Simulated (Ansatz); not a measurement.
# Time against size: HSE06, supercells of Si, on 1 × H100

All times were clocked for whole runs of Ansatz 0.2.0, start-up included, one run at a time with no other job on the machine: a node with eight NVIDIA H100 80GB cards and 96 AMD EPYC 7R13 cores. Times and memory are rounded to two significant figures, and ratios are formed from the unrounded values. A row is a single run, so small differences between rows aren't established. System services beside the runs took up to 2 cores (rounded up). Precision is the program's default, which can work at lower precision in parts of a run. Card memory is the largest of readings taken every 0.4 s, so short peaks can be missed, and it isn't given for runs under about 3 s. It shows what a run took, which needn't be the least that it can run in: the program holds more work at once where threads and free memory allow.

The smallest member is a 2×2×1 supercell of Si (Fd-3m), atoms displaced at random by about 0.04 Å along each cell vector. Its input:

```yaml
crystal:
  lattice:
    - [0.000000, 5.443702, 5.443702]
    - [5.443702, 0.000000, 5.443702]
    - [2.721851, 2.721851, 0.000000]
  atoms:
    - { symbol: Si, position: [0.137149, 0.121556, 0.254103] }
    - { symbol: Si, position: [0.000761, 0.004339, -0.014570] }
    - { symbol: Si, position: [0.122845, 0.621096, 0.238833] }
    - { symbol: Si, position: [-0.004384, 0.497337, -0.002980] }
    - { symbol: Si, position: [0.620289, 0.127193, 0.244311] }
    - { symbol: Si, position: [0.483385, 0.006187, -0.004072] }
    - { symbol: Si, position: [0.621138, 0.626395, 0.252389] }
    - { symbol: Si, position: [0.500274, 0.495560, 0.001991] }
kpoints:
  mp_grid: { grid: [1, 1, 1] }
hamiltonian:
  xc: hse06
  pseudopotentials: { azcp: { folder: soft_1 } }
scf:
  occupations: { method: fixed }
output: { forces: true }
```

The program chose a cutoff of 420 eV. The folder soft_1 holds one of the program's own sets of PAW files, generated with PBE and used with every functional where the input names it. For this functional the program regenerates the frozen cores at set-up.

Command, without the flags for output files and display:

```bash
ansatz run input.yaml --backend cuda --devices 1
```

| atoms | electrons | k mesh | k points | plane waves | dense FFT grid | bands at the start | SCF iterations | threads | wall time | SCF clock | outside it | host memory (GiB) | fullest card (GiB) | remarks |
| --- | --- | --- | --- | --- | --- | --- | --- | --- | --- | --- | --- | --- | --- | --- |
| 8 | 32 | 1×1×1 | 1 | 3095 | 54×54×27 | 24 | 24 | 24 | 2.4 s | 0.49 s | 1.9 s | 1.3 |  | band table 0.035 s; exchange on 25×25×15 points |
| 16 | 64 | 1×1×1 | 1 | 6231 | 54×54×54 | 48 | 21 | 48 | 2.5 s | 0.65 s | 1.8 s | 1.3 |  | band table 0.049 s; exchange on 25×25×25 points |
| 36 | 144 | 1×1×1 | 1 | 14113 | 80×80×54 | 108 | 22 | 48 | 3.1 s | 1.2 s | 1.9 s | 1.6 | 4.3 | band table 0.096 s; exchange on 40×40×25 points |
| 72 | 288 | 1×1×1 | 1 | 28363 | 108×80×80 | 216 | 25 | 48 | 4.7 s | 2.4 s | 2.2 s | 2.0 | 5.9 | band table 0.22 s; exchange on 54×40×40 points |
| 128 | 512 | 1×1×1 | 1 | 50557 | 108×108×108 | 384 | 25 | 48 | 8.1 s | 5.5 s | 2.6 s | 2.7 | 10 | band table 0.61 s; exchange on 54×54×54 points |
| 200 | 800 | 1×1×1 | 1 | 78817 | 135×135×108 | 600 | 28 | 48 | 16 s | 13 s | 3.6 s | 4.1 | 20 | band table 1.4 s; exchange on 72×72×54 points |
| 432 | 1728 | 1×1×1 | 1 | 169911 | 160×160×160 | 1296 | 29 | 48 | 81 s | 75 s | 5.5 s | 12 | 79 | card 79 of 80 GiB; band table 12 s; exchange on 80×80×80 points |

The SCF clock is the program's own. It runs from the start of the first SCF loop to the final result and holds forces, stress, later SCFs and response steps. Outside it lie start-up, exit and the set-up ahead of the first loop, which depends on the cell and the method.

SCF iterations are those that the program logged, summed over all steps and exchange cycles of a run; an SCF made in search of a lower state can go uncounted. A hybrid's count includes the PBE SCF that it starts from. Runs at Γ alone can use real arithmetic, which is cheaper than at other k points.

«exchange on a×b×c points»: exact exchange forms its pair densities on this grid and not on the dense one, without the augmentation charges, which are treated apart. «band table a s»: behind the SCF the program solved its bands further for a band table, asked for or not, which took a s of the SCF clock (told where that is 5 % of it or more). «card a of b GiB» or «host a of b GiB»: the run took three quarters or more of a card's memory (or the program reckoned to fill 85 % of what was free), or 60 % or more of the host memory that it had. The program fits its work to the free memory, so such a run may be limited by memory even where its log doesn't say so. Rows whose remarks tell of memory aren't like for like with rows without. Of long logs only the start and the end were kept, so a limit that memory set in between can be missed.

One k point is too coarse a mesh for the properties of small cells; the series shows cost alone.

The threads change along the series too.

Of the smallest member's 2.4 s, 1.9 s lies outside the SCF clock, so the wall time grows less with size than the clocked work: from 8 to 200 atoms the wall time changes by a factor of 6.8, and the time on the SCF clock by 26. The smallest member has under 2 s on the SCF clock, so these factors are rough.

From 72 to 200 atoms the time on the SCF clock grows as N^1.6: a straight line in log t against log N through the 3 rows with 72, 128, 200 atoms, which misses none by more than 8 %. This is a local slope, which needn't hold at other sizes, and it lies below the formal N^3 of the method.

**Question.** How long does the member with 360 atoms take (1×1×1 mesh, 1 k point, 141841 plane waves, 1080 bands)?

**Answer.** 51 s, in 30 SCF iterations, with 8.7 GiB of host memory and 56 GiB on the fullest card. It made 2 exchange cycles. Remarks: band table 7.3 s; exchange on 80×80×72 points.
